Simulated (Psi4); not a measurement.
**GeH3S (SMILES [S][GeH3]): levels of theory compared**

Aim: a comparison of 3 runs (UHF/def2-SVPD, UB3LYP/6-31G*, UMP2/6-31G) of GeH3S. 

Program for the calculation: Psi4 1.11.

**1. The system as given**

GeH3S has 5 atoms, charge 0, and is taken as a doublet. As SMILES, `[S][GeH3]`. The coordinates come from a PBE0-D4/def2-TZVP relaxation.

Bond lengths: S1–Ge2 2.210 Å, Ge2–H3 1.536 Å, Ge2–H4 1.538 Å, Ge2–H5 1.536 Å. Angles: S1–Ge2–H3 110.7°, S1–Ge2–H4 104.4°, S1–Ge2–H5 110.7°, H3–Ge2–H4 110.3°, H3–Ge2–H5 110.4°, H4–Ge2–H5 110.3°.

**2. Energy and gradient at UHF/def2-SVPD (run 1)**

Input file calc.in:

```
memory 1.6 GB

molecule geom {
  0 2
  S      1.402000    -0.324400     1.480500
  Ge    -0.107800     0.003300    -0.099700
  H     -1.018500     1.187500     0.257300
  H      0.717800     0.325900    -1.356400
  H     -0.943600    -1.265900    -0.323200
  symmetry c1
  no_reorient
  no_com
}

set {
  basis         def2-SVPD
  reference     uhf
  puream        true
  e_convergence 1e-09
  d_convergence 1e-08
  scf_type      pk
  maxiter       200
}

e_tot, wfn = gradient("hf", return_wfn=True)
oeprop(wfn, "WIBERG_LOWDIN_INDICES", "QUADRUPOLE", "MULLIKEN_CHARGES")
print_variables()
```

Run with:

```bash
psi4 -i calc.in -o calc.out -n 1
```

calc.out:

```text
[...]
  Running in c1 symmetry.
[...]
  Nuclear repulsion =  164.574407384303015
[...]
  Multiplicity = 2
[...]
  Nalpha       = 26
  Nbeta        = 25
[...]
    Number of basis functions: 89
[...]
   @UHF iter   1: -2473.12095192920333   -3.14854e+00   2.40012e-02 DIIS/ADIIS
[...]
   @UHF iter  15: -2474.25314307836652   -7.73070e-12   5.24460e-09 DIIS
[...]
   @S^2 Observed:                7.605538512E-01
[...]
    Orbital Energies [Eh]
    ---------------------
    Alpha Occupied:
       1A   -405.227703     2A    -91.945469     3A    -52.153640
       4A    -46.255422     5A    -46.254721     6A    -46.254553
       7A     -8.978687     8A     -7.209664     9A     -6.679722
      10A     -6.662349    11A     -6.659789    12A     -5.189262
      13A     -5.187079    14A     -5.186595    15A     -1.663516
      16A     -1.662121    17A     -1.661603    18A     -1.657449
      19A     -1.657271    20A     -0.969303    21A     -0.721955
      22A     -0.516539    23A     -0.500192    24A     -0.458426
      25A     -0.442430    26A     -0.389236
    Alpha Virtual:
[...]
  @UHF Final Energy: -2474.25314307836652
   => Energetics <=
    Nuclear Repulsion Energy =            164.5744073843030151
    One-Electron Energy =               -3774.0461773686338347
    Two-Electron Energy =                1135.2186269059641290
    Total Energy =                      -2474.2531430783665201
  UHF NO Occupations:
  HONO-2 :   24  A 1.9995863
  HONO-1 :   25  A 1.9956343
[...]
  -Total Gradient:
     Atom            X                  Y                   Z
    ------   -----------------  -----------------  -----------------
       1       -0.007086379436     0.001796491828    -0.008501700601
       2        0.007947355293    -0.002448629286     0.011449765268
       3       -0.001160558222     0.001995700234    -0.000206618911
       4        0.001362499479     0.000432473955    -0.001643547482
       5       -0.001062917095    -0.001776036733    -0.001097898262
[...]
 Multipole Moments:
 ------------------------------------------------------------------------------------
     Multipole            Electronic (a.u.)      Nuclear  (a.u.)        Total (a.u.)
 ------------------------------------------------------------------------------------
 L = 1.  Multiply by 2.5417464519 to convert [e a0] to [Debye]
 Dipole X            :        -33.9400748           33.5201510           -0.4199238
 Dipole Y            :          9.2227634           -9.1411722            0.0815912
 Dipole Z            :        -36.4461681           36.0470928           -0.3990754
 Magnitude           :                                                    0.5850250
 L = 2.  Multiply by 1.3450342976 to convert [e a0^2] to [Debye ang]
 Quadrupole XX       :       -147.6946967          122.3607185          -25.3339783
 Quadrupole XY       :         25.6492406          -25.2451392            0.4041014
[...]
  Mulliken Charges: (a.u.)
   Center  Symbol    Alpha    Beta     Spin     Total
       1     S     8.75327  7.68196  1.07131 -0.43523
       2    GE    15.54234 15.67426 -0.13192  0.78340
       3     H     0.56040  0.55315  0.00725 -0.11356
       4     H     0.58358  0.53747  0.04611 -0.12105
       5     H     0.56040  0.55316  0.00725 -0.11356
   Total alpha = 26.00000, Total beta = 25.00000, Total charge = -0.00000
  Wiberg Bond Indices using Orthogonal Lowdin Orbitals:
  Total Bond Index:
[...]
```

It took 8.4 s on 1 thread of Intel Xeon Platinum 8375C at 2.90GHz (Ice Lake), shared host; peak memory 0.32 GiB.

**3. Energy and forces at UB3LYP/6-31G(d) (spherical functions) (run 2)**

Input file run.py:

```python
import psi4

psi4.set_memory(1600000000)
psi4.set_num_threads(1)
psi4.core.set_output_file('psi4.out', False)

mol = psi4.geometry("""
0 2
S
Ge 1 2.209958
H 2 1.535953 1 110.68328
H 2 1.537849 3 110.27435 1 -115.01139
H 2 1.536028 3 110.38026 4 -122.09613
symmetry c1
no_reorient
no_com
""")

options = {'basis': '6-31G*', 'reference': 'uks', 'puream': True, 'e_convergence': 1e-09, 'd_convergence': 1e-08, 'scf_type': 'pk', 'dft_radial_points': 99, 'dft_spherical_points': 590, 'maxiter': 200}
psi4.set_options(options)

E = psi4.gradient("b3lyp")
print('gradient / Eh bohr^-1')
print(E.np.round(6))
```

Run with:

```bash
python run.py
```

psi4.out:

```text
[...]
  Running in c1 symmetry.
[...]
  Nuclear repulsion =  164.574429557478226
[...]
  Multiplicity = 2
[...]
  Nalpha       = 26
  Nbeta        = 25
[...]
    Number of basis functions: 56
[...]
   @UKS iter   1: -2475.24308171376560   -1.92423e+00   4.81197e-02 ADIIS/DIIS
[...]
   @UKS iter  13: -2476.72298148621940   -2.72848e-12   7.51603e-09 DIIS
[...]
   @S^2 Observed:                7.527523249E-01
[...]
    Orbital Energies [Eh]
    ---------------------
    Alpha Occupied:
       1A   -398.752453     2A    -88.876076     3A    -49.831202
       4A    -44.355078     5A    -44.354392     6A    -44.354136
       7A     -7.952296     8A     -6.261651     9A     -5.922730
      10A     -5.911905    11A     -5.904728    12A     -4.433589
      13A     -4.431480    14A     -4.430733    15A     -1.237157
      16A     -1.236327    17A     -1.235369    18A     -1.232942
      19A     -1.232805    20A     -0.718740    21A     -0.555147
      22A     -0.378069    23A     -0.367715    24A     -0.337614
      25A     -0.301472    26A     -0.262150
    Alpha Virtual:
[...]
  @UKS Final Energy: -2476.72298148621940
   => Energetics <=
    Nuclear Repulsion Energy =            164.5744295574782257
    One-Electron Energy =               -3773.2528052743055014
    Two-Electron Energy =                1217.1281207349372835
    DFT Exchange-Correlation Energy =     -85.1727265043289350
    Empirical Dispersion Energy =           0.0000000000000000
    VV10 Nonlocal Energy =                  0.0000000000000000
    Total Energy =                      -2476.7229814862193962
[...]
 Multipole Moments:
 ------------------------------------------------------------------------------------
     Multipole            Electronic (a.u.)      Nuclear  (a.u.)        Total (a.u.)
 ------------------------------------------------------------------------------------
 L = 1.  Multiply by 2.5417464519 to convert [e a0] to [Debye]
 Dipole X            :         -0.0974090            0.0980384            0.0006294
 Dipole Y            :         -0.0532061            0.0535271            0.0003210
 Dipole Z            :          3.4630411           -2.8334824            0.6295587
 Magnitude           :                                                    0.6295591
[...]
  -Total Gradient:
     Atom            X                  Y                   Z
    ------   -----------------  -----------------  -----------------
       1       -0.000094189734    -0.000052931948     0.008238706029
       2        0.000608535353     0.000312861512    -0.004350752254
       3       -0.000148717489     0.002841405811    -0.001429346857
       4       -0.002655552136    -0.001451966555    -0.001041926288
       5        0.002289823074    -0.001649572670    -0.001419155951
[...]
```

The script printed:

```text
gradient / Eh bohr^-1
[[-9.400e-05 -5.300e-05  8.239e-03]
 [ 6.090e-04  3.130e-04 -4.351e-03]
 [-1.490e-04  2.841e-03 -1.429e-03]
 [-2.656e-03 -1.452e-03 -1.042e-03]
 [ 2.290e-03 -1.650e-03 -1.419e-03]]
```

Run time: 18 s. Hardware: 1 thread of Intel Xeon Platinum 8375C at 2.90GHz (Ice Lake), shared host; peak memory 0.61 GiB.

**4. A single-point energy at UMP2/6-31G (run 3)**

Input file geh3s.inp:

```
memory 1600 mb

molecule system {
  0 2
  S      2.64939603    -0.61302715     2.79773953
  Ge    -0.20371248     0.00623610    -0.18840569
  H     -1.92468606     2.24404977     0.48622653
  H      1.35644541     0.61586174    -2.56322452
  H     -1.78314557    -2.39220430    -0.61075948
  units au
  symmetry c1
  no_reorient
  no_com
}

set {
  basis           6-31G
  reference       uhf
  puream          true
  e_convergence   1e-09
  d_convergence   1e-08
  scf_type        pk
  num_frozen_docc 14
  mp2_type        conv
  maxiter         200
}

e = energy('mp2')
```

Run with:

```bash
psi4 -n 1 geh3s.inp geh3s.out
```

geh3s.out:

```text
[...]
  Running in c1 symmetry.
[...]
  Nuclear repulsion =  164.574407365660278
[...]
  Multiplicity = 2
[...]
  Nalpha       = 26
  Nbeta        = 25
[...]
    Number of basis functions: 46
[...]
   @UHF iter   1: -2473.22209752751496   -3.20878e+00   4.86794e-02 ADIIS/DIIS
[...]
   @UHF iter  14: -2474.23510559817532   -5.91172e-12   8.55873e-09 DIIS
[...]
   @S^2 Observed:                7.543731629E-01
[...]
    Orbital Energies [Eh]
    ---------------------
    Alpha Occupied:
       1A   -405.243759     2A    -91.955603     3A    -52.180163
       4A    -46.270543     5A    -46.269977     6A    -46.269891
       7A     -8.974451     8A     -7.218789     9A     -6.668987
      10A     -6.652999    11A     -6.648811    12A     -5.196336
      13A     -5.194201    14A     -5.193834    15A     -1.649687
      16A     -1.648320    17A     -1.647982    18A     -1.644819
      19A     -1.644804    20A     -0.979455    21A     -0.733580
      22A     -0.520350    23A     -0.506585    24A     -0.452664
      25A     -0.437737    26A     -0.392150
    Alpha Virtual:
[...]
  @UHF Final Energy: -2474.23510559817532
   => Energetics <=
    Nuclear Repulsion Energy =            164.5744073656602779
    One-Electron Energy =               -3773.9195069465349661
    Two-Electron Energy =                1135.1099939826995069
    Total Energy =                      -2474.2351055981753234
  UHF NO Occupations:
  HONO-2 :   24  A 1.9996282
  HONO-1 :   25  A 1.9985697
[...]
 Multipole Moments:
 ------------------------------------------------------------------------------------
     Multipole            Electronic (a.u.)      Nuclear  (a.u.)        Total (a.u.)
 ------------------------------------------------------------------------------------
 L = 1.  Multiply by 2.5417464519 to convert [e a0] to [Debye]
 Dipole X            :        -34.1683568           33.5201509           -0.6482059
 Dipole Y            :          9.2727656           -9.1411720            0.1315936
 Dipole Z            :        -36.6869973           36.0470929           -0.6399044
 Magnitude           :                                                    0.9203073
[...]
	SCS-MP2 Total Energy (a.u.)        : -2474.46373805049416
	SOS-MP2 Total Energy (a.u.)        : -2474.44095272417417
	SCSN-MP2 Total Energy (a.u.)       : -2474.35541212114458
[...]
	SOS-PI-MP2 Total Energy (a.u.)     : -2474.47526057850700
[...]
	MP2 Total Energy (a.u.)            : -2474.47500084880085
[...]
```

Run time: 4.2 s. Hardware: 1 thread of Intel Xeon Platinum 8375C at 2.90GHz (Ice Lake), shared host; peak memory 0.21 GiB.

**5. The series**

| run | level | integration grid | task | energy (Eh) | dipole moment (D) | HOMO energy (eV) | LUMO energy (eV) | wall time |
| --- | --- | --- | --- | --- | --- | --- | --- | --- |
| 1 | UHF/def2-SVPD | – | gradient | -2474.253143 | 1.49 | -10.00 | -0.20 | 8.4 s |
| 2 | UB3LYP/6-31G* (spherical functions) | 99 radial × 590 angular | gradient | -2476.722981 | 1.60 | -6.78 | -4.70 | 18 s |
| 3 | UMP2/6-31G | – | energy | -2474.475001 | – | -9.86 | -0.13 | 4.2 s |

**6. Results**

```
                                                         quantity           value
                                              run 3: total energy  -2474.47500 Eh
run 3: HOMO energy (Hartree–Fock orbitals) (highest over α and β)        -9.86 eV
 run 3: LUMO energy (Hartree–Fock orbitals) (lowest over α and β)        -0.13 eV
              run 3: correlation energy (14 core orbitals frozen)      -239.9 mEh
                         run 3: ⟨S²⟩ of the reference determinant           0.754
```

All runs together took 31 s, the longest 18 s.
